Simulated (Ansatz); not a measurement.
# SbNH4: single points off equilibrium

One table from this session's results is given with a row withheld; the runs are named, their logs left out.

Computed with Ansatz 0.2.0, Gaussian basis. Level: single points in def2-TZVPP.

Cores are frozen in the correlated methods. Filled d shells of the heavier atoms are correlated. Core potentials replace the inner electrons past krypton, and spin-orbit coupling is left out.

### Starting geometry

SMILES `[NH2][SbH2]`, 6 atoms, charge 0, spin multiplicity 1.

Atoms are counted from 1 here; the program's logs count them from 0.

Bond lengths: N1–Sb2 2.047 Å, N1–H3 1.019 Å, N1–H4 1.015 Å, Sb2–H5 1.639 Å, Sb2–H6 1.718 Å. Angles: Sb2–N1–H3 110.5°, Sb2–N1–H4 110.7°, H3–N1–H4 103.9°, N1–Sb2–H5 89.4°, N1–Sb2–H6 90.0°, H5–Sb2–H6 89.0°.

Coordinates:

```xyz
6

N    -0.22360   -0.90510    0.01520
Sb    0.73850    0.90220    0.02380
H     0.15760   -1.50900   -0.71180
H    -0.04080   -1.41360    0.87470
H    -0.15640    1.36610   -1.26920
H    -0.47550    1.54360    1.05610
```

Set-up of the first run:

File run/in.yaml:

```yaml
crystal:
  periodic: [false, false, false]
  atoms:
    - {symbol: N, position_ang: [-0.223600, -0.905100, 0.015200]}
    - {symbol: Sb, position_ang: [0.738500, 0.902200, 0.023800]}
    - {symbol: H, position_ang: [0.157600, -1.509000, -0.711800]}
    - {symbol: H, position_ang: [-0.040800, -1.413600, 0.874700]}
    - {symbol: H, position_ang: [-0.156400, 1.366100, -1.269200]}
    - {symbol: H, position_ang: [-0.475500, 1.543600, 1.056100]}
basis:
  gaussian: {orbitals: def2-TZVPP}
correlation: {method: ccsd_t}
output: {forces: true}
```

No record of the launch command was kept for these runs.

Among the steps run: CCSD(T)/def2-TZVPP; PBE0-D4/def2-TZVPP; wB97M-V/def2-TZVPP; r2SCAN-D4/def2-TZVPP; PBE-D4/def2-TZVPP; LC-wPBE/def2-TZVPP; SPW92/def2-TZVPP.

One of the session's tables, all rows but one given; the rest of the session is left out.

```
   method  RMS force component (eV/Å)  angle to CCSD(T) forces (°)  dipole (D)
  CCSD(T)                       0.366                    reference        1.46
  PBE0-D4                       0.415                         10.8        1.46
  wB97M-V                           ?                            ?           ?
r2SCAN-D4                       0.425                         13.4        1.45
   PBE-D4                       0.517                         30.0        1.44
  LC-wPBE                       0.384                         27.1        1.49
    SPW92                       0.441                         32.1        1.39
```

**Question.** Estimate the row for wB97M-V.

**Answer.** RMS force component (eV/Å): 0.378; angle to CCSD(T) forces (°): 9.2; dipole (D): 1.53. In the column «RMS force component (eV/Å)» it lies between CCSD(T) (0.366) and LC-wPBE (0.384).
